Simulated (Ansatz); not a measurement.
This script makes an atomisation energy of ClH₄NSnTe, SMILES [NH2][SnH]([Cl])[TeH] with Ansatz 0.2.0, Python API.

Script `tae_clh4nsnte.py`:
```python
# -*- coding: utf-8 -*-
"""Energy to split ClH4NSnTe into its atoms."""

from collections import Counter
from dataclasses import dataclass

import ansatz


@dataclass
class RunConfig:
    basis: str = "def2-SVP"
    xc: str = "pbe0"
    dispersion: str = "d3bj"


opts = RunConfig()


def total_energy(molecule, charge=0, unpaired=0):
    calc = molecule.calculation().basis(gaussian=opts.basis).functional(opts.xc, dispersion=opts.dispersion)
    if charge:
        calc = calc.charge(charge)
    if unpaired:
        calc = calc.spin("collinear", total=unpaired)
    report = calc.run(threads=1, backend="cpu").report
    if report["published_state_doubts"]:
        print("  doubts:", report["published_state_doubts"])
    return report["free_energy_ev"]

geometry = (
    ansatz.Crystal.molecule()
    .atom("N", [-0.0767, 1.7546, -0.4991])
    .atom("Sn", [0.5174, -0.1026, -0.0434])
    .atom("Cl", [1.7375, -0.0314, 1.9385])
    .atom("Te", [-1.5894, -1.7388, 0.2936])
    .atom("H", [-0.7424, 2.0986, 0.2547])
    .atom("H", [-0.7326, 1.7244, -1.357])
    .atom("H", [1.5485, -0.7113, -1.3374])
    .atom("H", [-0.5702, -3.0506, 0.6943])
)

# Hund ground states
unpaired = {"N": 3, "Sn": 2, "Cl": 1, "Te": 2, "H": 1}
counts = Counter(site.symbol for site in geometry.cartesian_sites)
atom_energy = {s: total_energy(ansatz.Crystal.molecule().atom(s, (0, 0, 0)), 0, unpaired[s]) for s in counts}
whole = total_energy(geometry, 0, 0)
for s, e in atom_energy.items():
    print(f"{s:2s} x{counts[s]}  {e:14.5f} eV")
print(f"ClH4NSnTe: {whole:.5f} eV")
split = sum(counts[s] * e for s, e in atom_energy.items()) - whole
print(f"atomisation energy (no zero-point term): {96.485332 * split:.1f} kJ/mol, {split / sum(counts.values()):.3f} eV an atom")
```

What does it cost to take this molecule apart into atoms?

2068.0 kJ/mol from the electronic energies, without the zero-point term.

The output:

```console
$ python tae_clh4nsnte.py
N  x1     -1482.44855 eV
Sn x1     -5830.15624 eV
Cl x1    -12512.84380 eV
Te x1     -7292.27012 eV
H  x4       -13.61361 eV
ClH4NSnTe: -27193.60596 eV
atomisation energy (no zero-point term): 2068.0 kJ/mol, 2.679 eV an atom
```

Total energies depend on the basis set; only differences at equal settings carry meaning. The geometry is a force-field or estimated start, not a minimum of this method, and the basis set is short of its limit. All parts are taken at fixed geometry, without zero-point energy. def2 sets replace the cores of elements past krypton by effective core potentials. The spin-orbit lowering of heavy atoms is left out. Timing: 7.7 s on 1 thread of Arm Neoverse V1, with other jobs on the host, peak memory 0.31 GiB.
